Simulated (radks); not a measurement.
**Mo²⁺ in [Kr] 4d4: an all-electron calculation**

What are the levels of the molybdenum ion Mo2+, how large are its shells, and how does its energy divide?

Method: scalar-relativistic Kohn-Sham, PBE, spin-unpolarised, spherical densities, finite nucleus. Code: radks (a radial shooting solver on a logarithmic mesh, Libxc functionals) version 1.

## 1. The atom as given

| Item | Value |
| --- | --- |
| element | molybdenum (Z = 42) |
| charge | +2 |
| electrons | 40 |
| configuration | [Kr] 4d4 |
| nuclear rms radius | 4.4091 fm |

Outer shells as boxes (Hund's rule):

Mo²⁺
```
[Kr] core
4d [↑ ][↑ ][↑ ][↑ ][  ]
```

## 2. Self-consistent calculation

Input:

```text
Z 42
configuration [Kr] 4d4 5s0 5p0 4f0 5d0
relativity scalar-relativistic
functional pbe,pbe
spin unpolarised
nucleus finite rms 4.4091 fm
c 137.035999084
```

Run with:

```sh
$ python run_ks.py task.json out
```

All runs below come from this command, one after another.

**Question.** What will this run give?

As calculated:

```
                        quantity                value
                    total energy  -4047.74092 hartree
exchange-correlation share of it               3.04 %
                            −T/E               1.0311
          highest occupied level       4d, -20.827 eV
    most extended occupied level  4d, <r> = 1.73 bohr
 radius at density 0.001 e/bohr³            3.61 bohr
    maxima of the radial density                    4
         ionisation energy, NIST  27.1 (semi-emp.) eV
```

What this shows: 4 principal shells are occupied and 4 maxima appear in the radial density. Relativity lifts −T/E to 1.031. The top level binds by 20.827 eV, 77 % of the NIST ionisation energy of 27.1 eV; the potential of a semilocal functional falls off too fast, so its top eigenvalue is too shallow. Spin polarisation and multiplet splitting are left out.
